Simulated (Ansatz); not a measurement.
Crystal: Hf2Pd2Se2Br2O3.

```
Hf Pd Se Br O
1.0
     5.60663   -0.09346   -0.01409
     1.61393    5.33512    0.00251
     1.36916    1.91529    8.31543
Hf Pd Se Br O
2 2 2 2 3
Cartesian
  2.3902 3.4984 0.1883
  6.1995 3.6586 8.1156
  1.4915 3.6252 4.1590
  0.6846 0.9576 4.1577
  1.0298 2.2924 2.1069
  7.5599 4.8645 6.1970
  4.2949 3.5785 4.1519
  3.4879 0.9109 4.1507
  4.3489 3.6281 7.6532
  4.2408 3.5289 0.6507
  0.0000 0.0000 0.0000
```

The cell was built by a generator and needn't be a form met in nature.

Base run:

| Property | Result |
| --- | --- |
| Program | Ansatz 0.2.0 |
| Functional | PBE |
| Potentials or basis | Ansatz PAW |
| Cutoff | 420 eV |
| Density cutoff | 1680 eV |
| k mesh | 5 × 5 × 4 |
| Occupations | fermi-dirac, width 0.05 eV |
| Spin | no spin polarisation |

Its results: band gap on the k mesh none (metal or under the smearing width); pressure -0.1 GPa; largest force 0.036 eV/Å.

**Question.** After a change of settings the same cell gave: band gap on the k mesh none (metal or under the smearing width); pressure -3.6 GPa; largest force 0.364 eV/Å. Which change was it?
A. functional from PBE to revPBE
B. potentials or basis from Ansatz PAW to SPMS NC; cutoff from 420 eV to 1034 eV; density cutoff from 1680 eV to 4136 eV; valence electrons from 152 to 124
C. potentials or basis from Ansatz PAW to PseudoDojo standard (PBE files); cutoff from 420 eV to 1170 eV; density cutoff from 1680 eV to 4680 eV; valence electrons from 152 to 124
D. functional from PBE to PBEsol

**Answer.** D.

PBEsol binds more tightly than PBE, so the same cell stands under less pressure.

Caveats: the PAW data sets come from PBE, with cores solved anew for the run's functional, which leaves a small shift of forces and pressure (some runs).

Not every run made on this cell is shown here.
